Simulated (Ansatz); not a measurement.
# Al2FHSe: how energies converge with the basis set

The task here is to estimate one member of a computed series from the others.

Method: one geometry, several basis sets; program: Ansatz 0.2.0, Gaussian basis.

The runs, in order: PBE0-D4/def2-SVP; ωB97M-V/def2-SVP; PBE0-D4/def2-QZVPP; ωB97M-V/def2-QZVPP; the functionals' def2-TZVPP values are taken from earlier runs.

## The geometry

An earlier PBE0-D4 in a triple-zeta def2 set relaxation fixed the geometry.

SMILES `[F][Al]1[AlH][Se]1`, 5 atoms, charge 0, spin multiplicity 1.

Atoms are counted from 1 here; the program's logs count them from 0.

Bond lengths: F1–Al2 1.644 Å, Al2–Al3 2.392 Å, Al2–Se4 2.341 Å, Al3–Se4 2.358 Å, Al3–H5 1.580 Å. Angles: F1–Al2–Al3 170.1°, F1–Al2–Se4 130.2°, Al3–Al2–Se4 59.8°, Al2–Al3–Se4 59.0°, Al2–Al3–H5 169.7°, Se4–Al3–H5 131.2°, Al2–Se4–Al3 61.2°.

Coordinates:

```
F    -1.3121   -2.1879    1.2942
Al   -0.5135   -0.9443    0.5734
Al    0.9544    0.7742   -0.2110
Se   -1.1808    0.4730   -1.1658
H     2.1018    1.8114   -0.5323
```

The first run:

The input, in.yaml:

```yaml
crystal:
  periodic: [false, false, false]
  atoms:
    - {symbol: F, position_ang: [-1.312107, -2.187915, 1.294243]}
    - {symbol: Al, position_ang: [-0.513486, -0.944339, 0.573429]}
    - {symbol: Al, position_ang: [0.954405, 0.774237, -0.211011]}
    - {symbol: Se, position_ang: [-1.180813, 0.472971, -1.165779]}
    - {symbol: H, position_ang: [2.101802, 1.811445, -0.532281]}
basis:
  gaussian: {orbitals: def2-SVP}
hamiltonian: {xc: pbe0, dispersion: d4}
output: {orbitals: {seedname: orbitals}}
```

Started as:

```
ansatz run in.yaml --threads 2 --pin off --events-out ev --progress --plain --max-ram 4352MiB
```

Steps of the session up to this table: PBE0-D4 in def2-SVP; ωB97M-V in def2-SVP; PBE0-D4 in def2-QZVPP; ωB97M-V in def2-QZVPP.

One of the session's tables, all rows but one given; the rest of the session is left out.

It belongs to the step «Functionals by basis». 

| functional | basis | HOMO (eV) | LUMO (eV) |
| --- | --- | --- | --- |
| PBE0-D4 | def2-SVP | -6.43 | -2.31 |
| PBE0-D4 | def2-TZVPP | -6.41 | -2.37 |
| PBE0-D4 | def2-QZVPP | -6.42 | -2.38 |
| ωB97M-V | def2-SVP | ? | ? |
| ωB97M-V | def2-TZVPP | -8.24 | -0.63 |
| ωB97M-V | def2-QZVPP | -8.25 | -0.70 |

**Question.** Estimate the row for ωB97M-V, def2-SVP.

As computed: HOMO (eV): -8.23; LUMO (eV): -0.52. In the column «HOMO (eV)» it lies between ωB97M-V, def2-TZVPP (-8.24) and PBE0-D4, def2-SVP (-6.43).
